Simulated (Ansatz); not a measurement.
# FH4SbSi: the cost of one run

Program: Ansatz 0.2.0 through its Python package. Level of theory: Hartree-Fock/def2-SVP. These are calculated values, not measurements.

### Step 1. Starting point

Bond lengths: F1–Sb2 2.057 Å, Sb2–Si3 2.500 Å, Sb2–H4 1.787 Å, Si3–H5 1.505 Å, Si3–H6 1.489 Å, Si3–H7 1.453 Å. Angles: F1–Sb2–Si3 91.7°, F1–Sb2–H4 90.3°, Si3–Sb2–H4 89.3°, Sb2–Si3–H5 109.3°, Sb2–Si3–H6 110.5°, Sb2–Si3–H7 112.2°, H5–Si3–H6 108.3°, H5–Si3–H7 107.6°, H6–Si3–H7 108.8°.

No structure file is read: the coordinates are typed or built in the script.

### Step 2. The code

Contents of fh4sbsi_scan.py:

```python
"""Stretching a bond of FH4SbSi, the rest held rigid."""

import ansatz as az
from ase import Atoms
import numpy as np

BASIS = "def2-SVP"
XC = "hf"


def main() -> None:
    atoms = Atoms(["F", "Sb", "Si", "H", "H", "H", "H"], positions=[
        [-0.4936, -2.1232, 1.1451],
        [-1.5043, -0.7731, -0.0327],
        [0.3979, 0.8456, 0.0629],
        [-0.7855, -1.4984, -1.4992],
        [1.69, 0.1087, -0.1665],
        [0.4629, 1.4963, 1.4006],
        [0.2939, 1.8763, -0.9559],
    ])
    molecule = az.Crystal.molecule_from_ase(atoms)

    symbols = [site.symbol for site in molecule.cartesian_sites]
    start = np.array([site.position_ang for site in molecule.cartesian_sites])
    axis = (start[5] - start[2]) / np.linalg.norm(start[5] - start[2])
    moving = [5]
    lengths, energies = [1.31, 1.37, 1.429, 1.489, 1.549, 1.608, 1.668, 1.757], []
    for length in lengths:
        xyz = start.copy()
        xyz[moving] += (length - np.linalg.norm(start[5] - start[2])) * axis
        point = az.Crystal.molecule()
        for symbol, place in zip(symbols, xyz):
            point = point.atom(symbol, place.tolist())
        base = point.calculation().basis(gaussian=BASIS).functional(XC)
        r = base.run().report
        energies.append(r["free_energy_ev"])
        print(f"r = {length:6.3f} A  E = {energies[-1]:.5f} eV  <S^2> = {abs(r['mean_field']['state']['spin_squared']):.3f}")

    # quartic fit about the minimum
    fit = np.polynomial.Polynomial.fit(lengths, np.array(energies) - min(energies), 4).convert()
    roots = [r.real for r in fit.deriv().roots() if abs(r.imag) < 1e-9 and fit.deriv(2)(r.real) > 0]
    r_e = min(roots, key=lambda r: abs(r - lengths[int(np.argmin(energies))]))
    print(f"minimum of the fit at {r_e:.4f} A, force constant {fit.deriv(2)(r_e):.2f} eV/A^2")


if __name__ == "__main__":
    main()
```

### Step 3. The calls as engine input

The engine receives this input (first run):

```yaml
crystal:
  periodic: [false, false, false]
  atoms:
    - { symbol: F, position_ang: [-0.4936, -2.1232, 1.1451] }
    - { symbol: Sb, position_ang: [-1.5043, -0.7731, -0.0327] }
    - { symbol: Si, position_ang: [0.3979, 0.8456, 0.0629] }
    - { symbol: H, position_ang: [-0.7855, -1.4984, -1.4992] }
    - { symbol: H, position_ang: [1.69, 0.1087, -0.1665] }
    - { symbol: H, position_ang: [0.45508660118327177, 1.4180818675377687, 1.2398002523517335] }
    - { symbol: H, position_ang: [0.2939, 1.8763, -0.9559] }
basis:
  gaussian:
    orbitals: def2-SVP
hamiltonian:
  xc: hf
```

### Step 4. Running it

Run with:

```sh
> python fh4sbsi_scan.py
```

Q: Estimate wall time and peak memory on 1 thread of Arm Neoverse V1, shared host.

About 9.1 s, with a peak of 0.2 GiB.
